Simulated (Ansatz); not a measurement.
**CH4ClFOSn: up Jacob's ladder to CCSD(T)**

One table from this session's results is given with a row withheld; the runs are named, their logs left out.

Method: functionals in def2-TZVPP, the program's frozen cores in correlated methods; program: Ansatz 0.2.0, Gaussian basis.

Plan: LDA (SPW92), PBE-D4, revPBE-D4, BLYP-D4, r2SCAN-D4, B97M-V, PBE0-D4, B3LYP-D4, r2SCANh-D4, r2SCAN0-D4, HSE06-D4, BHLYP-D4, CAM-B3LYP-D4, LC-ωPBE, ωB97X-V, ωB97M-V, B2PLYP, PBE-QIDH; CCSD(T)/def2-SVP; CCSD(T)/def2-TZVPP; MP2/def2-QZVPP; extrapolation to the limit; RPA on PBE.

1 further run of the same task is left out (for a known fault of the program). Runs told in other sessions of the task aren't counted.

### The relaxed structure

All runs share one geometry, relaxed beforehand with PBE0-D4 in a triple-zeta def2 set. Sn takes the def2 core potential; no spin-orbit term is included.

9 atoms, charge 0, spin multiplicity 1.

Atoms are counted from 1 here; the program's logs count them from 0.

Bond lengths: O1–Sn2 1.956 Å, O1–H6 0.960 Å, Sn2–Cl3 2.336 Å, Sn2–C4 2.155 Å, Sn2–H7 1.702 Å, C4–F5 1.381 Å, C4–H8 1.092 Å, C4–H9 1.092 Å. Angles: Sn2–O1–H6 114.2°, O1–Sn2–Cl3 105.9°, O1–Sn2–C4 104.0°, O1–Sn2–H7 111.6°, Cl3–Sn2–C4 109.2°, Cl3–Sn2–H7 107.0°, C4–Sn2–H7 118.5°, Sn2–C4–F5 110.2°, Sn2–C4–H8 108.6°, Sn2–C4–H9 109.8°, F5–C4–H8 109.2°, F5–C4–H9 109.2°, H8–C4–H9 109.9°.

The first run:

Input file in.yaml:

```yaml
crystal:
  periodic: [false, false, false]
  atoms:
    - {symbol: O, position_ang: [0.693813, 1.880232, -0.371536]}
    - {symbol: Sn, position_ang: [0.763027, -0.039866, -0.006834]}
    - {symbol: Cl, position_ang: [1.508749, -0.247735, 2.196838]}
    - {symbol: C, position_ang: [-1.296633, -0.664560, -0.118413]}
    - {symbol: F, position_ang: [-1.441192, -1.665968, -1.057775]}
    - {symbol: H, position_ang: [1.483485, 2.359437, -0.109170]}
    - {symbol: H, position_ang: [1.905634, -0.825233, -0.994139]}
    - {symbol: H, position_ang: [-1.905774, 0.193795, -0.411167]}
    - {symbol: H, position_ang: [-1.622806, -1.036202, 0.854998]}
basis:
  gaussian: {orbitals: def2-TZVPP}
hamiltonian: {xc: lda}
output: {orbitals: {seedname: orbitals}}
```

On the command line:

```bash
$ ansatz run in.yaml --threads 4 --pin off --events-out ev --progress --plain --max-ram 10444MiB
```

Steps of the session up to this table: LDA; PBE-D4 (GGA); revPBE-D4 (GGA); BLYP-D4 (GGA); r2SCAN-D4 (meta-GGA); B97M-V (meta-GGA); PBE0-D4 (hybrid); B3LYP-D4 (hybrid); r2SCANh-D4 (hybrid); r2SCAN0-D4 (hybrid); HSE06-D4 (hybrid); BHLYP-D4 (hybrid); CAM-B3LYP-D4 (range-separated); LC-ωPBE (range-separated); ωB97X-V (range-separated); ωB97M-V (range-separated); B2PLYP (double hybrid); PBE-QIDH (double hybrid).

One table of the session follows, with a row left open; its other results are not shown here.

It belongs to the step «Frontier levels by functional». 

| functional | HOMO (eV) | gap (eV) |
| --- | --- | --- |
| LDA (SPW92) | ? | ? |
| PBE-D4 | -7.01 | 5.23 |
| revPBE-D4 | -6.95 | 5.27 |
| BLYP-D4 | -6.91 | 5.15 |
| r2SCAN-D4 | -7.35 | 5.84 |
| B97M-V | -7.44 | 5.92 |
| PBE0-D4 | -8.42 | 7.59 |
| B3LYP-D4 | -8.20 | 7.03 |
| r2SCANh-D4 | -7.87 | 6.70 |
| r2SCAN0-D4 | -8.64 | 7.98 |
| HSE06-D4 | -8.02 | 6.81 |
| BHLYP-D4 | -9.71 | 9.78 |
| CAM-B3LYP-D4 | -9.79 | 9.92 |
| LC-ωPBE | -11.11 | 12.52 |
| ωB97X-V | -10.77 | 12.03 |
| ωB97M-V | -10.63 | 11.64 |

Estimate the missing values for LDA (SPW92).

The run gave: HOMO (eV): -7.17; gap (eV): 5.12. In the column «HOMO (eV)» it lies between r2SCAN-D4 (-7.35) and PBE-D4 (-7.01).
